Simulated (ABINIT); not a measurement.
# Ta3AsAu2O13 (P-6) in ABINIT: single point with PBE

Aim: the single point of Ta3AsAu2O13 with PBE.

Everything below comes from runs of ABINIT 10.8.3 (patched build). Logs are shortened: lines on timing, memory, paths and dates and some standing lists are left out, and cuts for length are marked. The log counts tension as positive stress, the text compression.

### 1 The structure

Symmetry: P-6, No. 174, hexagonal system. Conventional cell: a = 5.452 Å, b = 5.452 Å, c = 9.579 Å, α = 90.00°, β = 90.00°, γ = 120.00°. Ta (site symmetry 3) has 4 O at 1.86 to 2.04 Å as nearest neighbours. Ta (site symmetry -6) is surrounded by 6 O at 2.05 Å. Around As (site symmetry -6) lie 6 O at 1.91 Å. Around Au (site symmetry 3) lie 6 O at 2.15 to 2.34 Å. O (site symmetry -6) is surrounded by 2 Ta at 1.86 Å. Around O (site symmetry 1) lie 1 As at 1.91 Å and 1 Ta at 2.14 Å and 1 Au at 2.15 Å. O (site symmetry 1) is surrounded by 2 Ta at 2.04 to 2.05 Å and 1 Au at 2.34 Å.

The cell was built by a generator and needn't be a form met in nature.

### 2 Single point, PBE

run.abi

```
# Pseudopotentials
pp_dirpath "./"
pseudos "Ta.GGA_PBE-ansatz_soft_1.xml, As.GGA_PBE-ansatz_soft_1.xml, Au.GGA_PBE-ansatz_soft_1.xml, O.GGA_PBE-ansatz_soft_1.xml"

# Structure
acell 5.45204 5.4520442068 9.57902 Angstrom
rprim
     1.0000000000     0.0000000000     0.0000000000
    -0.4999996142     0.8660256265     0.0000000000
     0.0000000000     0.0000000000     1.0000000000
ntypat 4
znucl 73 33 79 8
natom 19
typat 1 1 1 2 3 3 4 4 4 4 4 4 4 4 4 4 4 4 4
xred
     0.0000000000     0.0000000000     0.1940800000
     0.0000000000     0.0000000000     0.8059200000
     0.6666700000     0.3333300000     0.0000000000
     0.0000000000     0.0000000000     0.5000000000
     0.3333300000     0.6666700000     0.2742800000
     0.3333300000     0.6666700000     0.7257200000
     0.0000000000     0.0000000000     0.0000000000
     0.2394700000     0.9712900000     0.3640200000
     0.0287100000     0.2681800000     0.3640200000
     0.7318200000     0.7605300000     0.3640200000
     0.2394700000     0.9712900000     0.6359800000
     0.0287100000     0.2681800000     0.6359800000
     0.7318200000     0.7605300000     0.6359800000
     0.3845200000     0.3342500000     0.8584400000
     0.6657500000     0.0502600000     0.8584400000
     0.9497400000     0.6154800000     0.8584400000
     0.3845200000     0.3342500000     0.1415600000
     0.6657500000     0.0502600000     0.1415600000
     0.9497400000     0.6154800000     0.1415600000

# Plane-wave basis
ecut 18.0
pawecutdg 36.0
pawxcdev 0
pawovlp -1

# k points
kptopt 1
ngkpt 3 3 2
nshiftk 1
shiftk 0.0 0.0 0.0

# Exchange and correlation
ixc 11

# Bands and occupations
nband 102
occopt 3
tsmear 0.05 eV

# SCF cycle
nstep 100
tolvrs 1.0e-9

# Output
iomode 3
prtwf 0
prtden 0
prteig 0
prtebands 0
enunit 1
```

Potentials or basis: Ansatz PAW PBE generated set soft_1, frozen core.

On the command line:

```
> mpirun --bind-to none -np 4 abinit run.abi > log 2>&1
```

run.abo:

```text
[... set-up lines left out ...]
 ETOT  1  -770.92428044900    -7.709E+02 4.483E+00 3.259E+02
 ETOT  2  -777.11835381736    -6.194E+00 1.416E-01 3.438E+02
 ETOT  3  -776.17416603914     9.442E-01 3.600E-02 5.993E+01
 ETOT  4  -776.08910892530     8.506E-02 1.691E-02 1.990E+01
 ETOT  5  -776.03687867468     5.223E-02 1.124E-02 3.334E+00
 ETOT  6  -776.04097323836    -4.095E-03 6.699E-03 1.568E+00
 ETOT  7  -776.03924494970     1.728E-03 2.906E-03 2.028E-01
 ETOT  8  -776.03947984337    -2.349E-04 2.500E-03 9.318E-02
 ETOT  9  -776.03943882901     4.101E-05 1.587E-03 2.065E-02
 ETOT 10  -776.03945046245    -1.163E-05 1.570E-03 1.690E-03
 ETOT 11  -776.03947421003    -2.375E-05 9.445E-04 4.347E-04
 ETOT 12  -776.03947806803    -3.858E-06 9.455E-04 1.124E-04
 ETOT 13  -776.03947984870    -1.781E-06 5.547E-04 5.840E-05
 ETOT 14  -776.03948029863    -4.499E-07 5.691E-04 1.259E-05
 ETOT 15  -776.03948040921    -1.106E-07 3.316E-04 3.492E-06
 ETOT 16  -776.03948045427    -4.505E-08 4.236E-04 1.366E-06
 ETOT 17  -776.03948047976    -2.550E-08 3.456E-04 3.367E-07
 ETOT 18  -776.03948048300    -3.240E-09 3.528E-04 3.992E-08
 ETOT 19  -776.03948048381    -8.085E-10 3.188E-04 1.367E-08
 ETOT 20  -776.03948048398    -1.703E-10 3.432E-04 6.467E-09
 ETOT 21  -776.03948048403    -5.116E-11 2.872E-04 9.754E-10

 At SCF step   21       nres2   =  9.75E-10 < tolvrs=  1.00E-09 =>converged.

 Cartesian components of stress tensor (hartree/bohr^3)
  sigma(1 1)=  7.97332184E-06  sigma(3 2)=  0.00000000E+00
  sigma(2 2)=  7.99210839E-06  sigma(3 1)=  0.00000000E+00
  sigma(3 3)=  7.62627360E-06  sigma(2 1)=  2.01450695E-08

--- !ResultsGS
iteration_state: {dtset: 1, }
comment   : Summary of ground state results
lattice_vectors:
- [ 10.3028624,   0.0000000,   0.0000000, ]
- [ -5.1514312,   8.9225498,   0.0000000, ]
- [  0.0000000,   0.0000000,  18.1017244, ]
lattice_lengths: [  10.30286,   10.30287,   18.10172, ]
lattice_angles: [ 90.000,  90.000, 120.000, ] # degrees, (23, 13, 12)
lattice_volume:   1.6640517E+03
convergence: {deltae: -5.116E-11, res2:  9.754E-10, residm:  2.872E-04, diffor: null, }
etotal    :  -7.76039480E+02
entropy   :   0.00000000E+00
fermie    :   1.31919282E-01
cartesian_stress_tensor: # hartree/bohr^3
- [  7.97332184E-06,   2.01450695E-08,   0.00000000E+00, ]
- [  2.01450695E-08,   7.99210839E-06,   0.00000000E+00, ]
- [  0.00000000E+00,   0.00000000E+00,   7.62627360E-06, ]
pressure_GPa:  -2.3136E-01
xred      :
- [  0.0000E+00,   0.0000E+00,   1.9408E-01, Ta]
- [  0.0000E+00,   0.0000E+00,   8.0592E-01, Ta]
- [  6.6667E-01,   3.3333E-01,   0.0000E+00, Ta]
- [  0.0000E+00,   0.0000E+00,   5.0000E-01, As]
- [  3.3333E-01,   6.6667E-01,   2.7428E-01, Au]
- [  3.3333E-01,   6.6667E-01,   7.2572E-01, Au]
- [  0.0000E+00,   0.0000E+00,   0.0000E+00,  O]
- [  2.3947E-01,   9.7129E-01,   3.6402E-01,  O]
- [  2.8710E-02,   2.6818E-01,   3.6402E-01,  O]
- [  7.3182E-01,   7.6053E-01,   3.6402E-01,  O]
- [  2.3947E-01,   9.7129E-01,   6.3598E-01,  O]
- [  2.8710E-02,   2.6818E-01,   6.3598E-01,  O]
- [  7.3182E-01,   7.6053E-01,   6.3598E-01,  O]
- [  3.8452E-01,   3.3425E-01,   8.5844E-01,  O]
- [  6.6575E-01,   5.0260E-02,   8.5844E-01,  O]
- [  9.4974E-01,   6.1548E-01,   8.5844E-01,  O]
- [  3.8452E-01,   3.3425E-01,   1.4156E-01,  O]
- [  6.6575E-01,   5.0260E-02,   1.4156E-01,  O]
- [  9.4974E-01,   6.1548E-01,   1.4156E-01,  O]
cartesian_forces: # hartree/bohr
- [  6.46387238E-06,  -1.22552149E-06,   3.65083580E-03, ]
- [  6.46387238E-06,  -1.22552149E-06,  -3.65083580E-03, ]
- [ -6.86866387E-06,   1.87388877E-06,  -0.00000000E+00, ]
- [ -2.78101479E-06,   9.21934073E-07,  -0.00000000E+00, ]
- [  1.13381585E-05,  -6.75474023E-06,   8.53616663E-04, ]
- [  1.13381585E-05,  -6.75474023E-06,  -8.53616663E-04, ]
[... 11 lines left out ...]
- [  8.05706300E-04,   9.72268104E-05,  -7.73919838E-04, ]
- [ -4.91008023E-04,   6.60403836E-04,  -7.72719686E-04, ]
force_length_stats: {min:   2.92984739E-06, max:   3.91214373E-03, mean:   2.06468112E-03, }
...

 Integrated electronic density in atomic spheres:
 ------------------------------------------------
 Atom  Sphere_radius  Integrated_density
    1        2.63806         11.82191173
    2        2.63806         11.82191173
    3        2.63806         11.37698942
    4        2.63806         15.37364039
    5        2.63806         17.71286319
    6        2.63806         17.71286319
[... 11 lines left out ...]
   18        1.79524          5.70720501
   19        1.79524          5.70680451
[... 51 lines left out ...]
    4      0.00000000000000     0.00000000000000     4.78951000000000
    5     -0.00002726020090     3.14775573863311     2.62733360560000
    6     -0.00002726020090     3.14775573863311     6.95168639440000
[... 11 lines left out ...]
   18      3.49268586479993     0.23730811859496     1.35600607120000
   19      3.50020967999917     2.90605652273825     1.35600607120000

 cartesian forces (hartree/bohr) at end:
    1      0.00000646387238    -0.00000122552149     0.00365083580014
    2      0.00000646387238    -0.00000122552149    -0.00365083580014
    3     -0.00000686866387     0.00000187388877    -0.00000000000000
    4     -0.00000278101479     0.00000092193407    -0.00000000000000
    5      0.00001133815851    -0.00000675474023     0.00085361666323
    6      0.00001133815851    -0.00000675474023    -0.00085361666323
[... 11 lines left out ...]
   18      0.00080570630003     0.00009722681042    -0.00077391983835
   19     -0.00049100802311     0.00066040383628    -0.00077271968586
 frms,max,avg= 1.4949825E-03 3.7109334E-03   2.792E-07 -1.760E-07  0.000E+00 h/b

 cartesian forces (eV/Angstrom) at end:
    1      0.00033238568176    -0.00006301884884     0.18773352498718
    2      0.00033238568176    -0.00006301884884    -0.18773352498718
    3     -0.00035320089724     0.00009635923485    -0.00000000000000
    4     -0.00014300553032     0.00004740775615    -0.00000000000000
    5      0.00058303155255    -0.00034734270834     0.04389473368505
    6      0.00058303155255    -0.00034734270834    -0.04389473368505
[... 11 lines left out ...]
   18      0.04143108375446     0.00499960360922    -0.03979655817592
   19     -0.02524864771282     0.03395933065389    -0.03973484385375
 frms,max,avg= 7.6875092E-02 1.9082387E-01   1.436E-05 -9.048E-06  0.000E+00 e/A
 length scales= 10.302862427494 10.302870377194 18.101724354593 bohr
              =  5.452040000000  5.452044206800  9.579020000000 angstroms
 Fermi (or HOMO) energy (eV) =   3.58971   Average Vxc (eV)= -10.46110
 Eigenvalues (   eV  ) for nkpt=  10  k points:
 kpt#   1, nband=102, wtk=  0.05556, kpt=  0.0000  0.0000  0.0000 (reduced coord)
-101.89746 -101.89746  -65.48935  -64.92285  -64.92280  -53.32191  -53.32190  -53.32189
 -53.32188  -53.09504  -53.09491  -33.59664  -33.59664  -33.59500  -33.59499  -33.57314
 -31.96667  -31.96665  -31.81884  -31.59418  -31.48828  -31.46409  -31.46407  -31.46270
 -31.46268  -16.75824  -15.53928  -15.04882  -14.48232  -14.48225  -14.04887  -14.00828
 -13.98579  -13.98569  -13.84033  -13.84022  -13.80749  -13.80740   -6.97368   -4.07008
  -2.93277   -2.93270   -2.45385   -2.45376   -2.24507   -2.16692   -2.16684   -2.14710
  -1.72888   -1.65244   -1.65241   -1.63093   -1.63088   -1.24493   -1.24488   -1.08454
  -1.08451   -0.81541   -0.69231   -0.49376   -0.49368   -0.37531    0.03688    0.03694
   0.07916    0.43116    0.57709    0.94439    0.94446    1.18467    1.18471    1.40953
   1.60045    1.60060    1.67962    1.88417    1.88428    2.05352    2.19931    2.40618
   2.40626    2.43425    2.43433    3.60756    3.60758    3.77320    3.77322    4.69054
   6.09177    6.09179    6.85814    6.86978    6.86980    7.80762    8.05745    8.07942
   8.07946    8.62162    9.55428    9.55737    9.69051    9.69764
 prteigrs : prtvol=0 or 1, do not print more k-points.

--- !EnergyTerms
iteration_state     : {dtset: 1, }
comment             : Components of total free energy in Hartree
kinetic             :  1.68428415485412E+02
hartree             :  2.40447861539606E+02
xc                  : -8.74401389239689E+01
Ewald energy        : -4.89666979212290E+02
psp_core            :  3.38456772680342E+01
local_psp           : -6.11197748817037E+02
PAW spherical_terms : -3.04514272224921E+01
internal            : -7.76034339882736E+02
'-kT*entropy'       : -5.15029566381267E-03
total_energy        : -7.76039490178400E+02
total_energy_eV     : -2.11171103093786E+04
...

--- !EnergyTermsDC
iteration_state     : {dtset: 1, }
comment             : '"Double-counting" decomposition of free energy'
band_energy         : -1.00627877697515E+02
Ewald energy        : -4.89666979212290E+02
psp_core            :  3.38456772680342E+01
xc_dc               : -2.37331807918613E+02
PAW spherical_terms :  1.77466573720130E+01
internal            : -7.76034330188371E+02
'-kT*entropy'       : -5.15029566381267E-03
total_energy_dc     : -7.76039480484035E+02
total_energy_dc_eV  : -2.11171100455815E+04
...

--- !EnergyTermsWithPAWCore
iteration_state     : {dtset: 1, }
comment             : 'Components of total free energy, including PAW core contributions'
Total energy        : -7.94667886328238E+04
Total energy DC     : -7.94667886231294E+04
Total energy (eV)   : -2.16240147921550E+06
Total energy DC (eV): -2.16240147895170E+06
...

 Cartesian components of stress tensor (hartree/bohr^3)
  sigma(1 1)=  7.97332184E-06  sigma(3 2)=  0.00000000E+00
  sigma(2 2)=  7.99210839E-06  sigma(3 1)=  0.00000000E+00
  sigma(3 3)=  7.62627360E-06  sigma(2 1)=  2.01450695E-08

-Cartesian components of stress tensor (GPa)         [Pressure= -2.3136E-01 GPa]
- sigma(1 1)=  2.34583227E-01  sigma(3 2)=  0.00000000E+00
- sigma(2 2)=  2.35135947E-01  sigma(3 1)=  0.00000000E+00
- sigma(3 3)=  2.24372716E-01  sigma(2 1)=  5.92688407E-04

== END DATASET(S) ==============================================================
================================================================================

 -outvars: echo values of variables after computation  --------
            acell      1.0302862427E+01  1.0302870377E+01  1.8101724355E+01 Bohr
           etotal     -7.7603948048E+02
            fcart      6.4638723772E-06 -1.2255214910E-06  3.6508358001E-03
                       6.4638723772E-06 -1.2255214910E-06 -3.6508358001E-03
                      -6.8686638701E-06  1.8738887702E-06 -0.0000000000E+00
                      -2.7810147907E-06  9.2193407308E-07 -0.0000000000E+00
                       1.1338158514E-05 -6.7547402340E-06  8.5361666323E-04
                       1.1338158514E-05 -6.7547402340E-06 -8.5361666323E-04
                       3.1395581257E-06 -3.0281952808E-06 -0.0000000000E+00
[... 10 lines left out ...]
                       8.0570630003E-04  9.7226810418E-05 -7.7391983835E-04
                      -4.9100802311E-04  6.6040383628E-04 -7.7271968586E-04
            rprim      1.0000000000E+00  0.0000000000E+00  0.0000000000E+00
                      -4.9999961420E-01  8.6602562650E-01  0.0000000000E+00
                       0.0000000000E+00  0.0000000000E+00  1.0000000000E+00
           strten      7.9733218400E-06  7.9921083892E-06  7.6262735984E-06
                       0.0000000000E+00  0.0000000000E+00  2.0145069487E-08
           xangst      0.0000000000E+00  0.0000000000E+00  1.8590962016E+00
                       0.0000000000E+00  0.0000000000E+00  7.7199237984E+00
                       2.7260472602E+00  1.5738542613E+00  0.0000000000E+00
                       0.0000000000E+00  0.0000000000E+00  4.7895100000E+00
                      -2.7260200897E-05  3.1477557386E+00  2.6273336056E+00
                      -2.7260200897E-05  3.1477557386E+00  6.9516863944E+00
                       0.0000000000E+00  0.0000000000E+00  0.0000000000E+00
[... 10 lines left out ...]
                       3.4926858648E+00  2.3730811859E-01  1.3560060712E+00
                       3.5002096800E+00  2.9060565227E+00  1.3560060712E+00
             xred      0.0000000000E+00  0.0000000000E+00  1.9408000000E-01
                       0.0000000000E+00  0.0000000000E+00  8.0592000000E-01
                       6.6667000000E-01  3.3333000000E-01  0.0000000000E+00
                       0.0000000000E+00  0.0000000000E+00  5.0000000000E-01
                       3.3333000000E-01  6.6667000000E-01  2.7428000000E-01
                       3.3333000000E-01  6.6667000000E-01  7.2572000000E-01
                       0.0000000000E+00  0.0000000000E+00  0.0000000000E+00
[... 10 lines left out ...]
                       6.6575000000E-01  5.0260000000E-02  1.4156000000E-01
                       9.4974000000E-01  6.1548000000E-01  1.4156000000E-01
 Calculation completed.
```

Run time: 9.3 min. Hardware: 4 MPI ranks of Intel Xeon Platinum 8375C at 2.90GHz (Ice Lake), shared host; peak memory 1.5 GiB.

Results:

```
Free energy            : -21117.1100 eV
Pressure               : -0.2 GPa
Largest force          : 0.201 eV/Å
Band gap on the k mesh : none (metal or under the smearing width)
```

Forces on the atoms (eV/Å):
```
Ta   0.000  0.000  0.188
Ta   0.000  0.000 -0.188
Ta   0.000  0.000  0.000
As   0.000  0.000  0.000
Au   0.001  0.000  0.044
Au   0.001  0.000 -0.044
O    0.000  0.000  0.000
O    0.138 -0.140  0.041
O    0.053  0.190  0.041
O   -0.191 -0.049  0.040
O    0.138 -0.140 -0.041
O    0.053  0.190 -0.041
O   -0.191 -0.049 -0.040
O   -0.017 -0.039  0.040
O    0.041  0.005  0.040
O   -0.025  0.034  0.040
O   -0.017 -0.039 -0.040
O    0.041  0.005 -0.040
O   -0.025  0.034 -0.040
```

Levels at points of the mesh, in eV from the Fermi level:
```
           k point  band 82  band 83  band 84  band 85  band 86  band 87  band 88  band 89
(0.00, 0.00, 0.00)    -1.16    -1.16     0.02     0.02     0.18     0.18     1.10     2.50
(0.00, 0.00, 0.50)    -1.10    -1.10    -0.04    -0.04     0.24     0.24     1.52     2.64
```

Caveat: the k mesh is coarse (spacing up to 0.44 Å⁻¹), so the values aren't converged; the atomic spheres overlap.
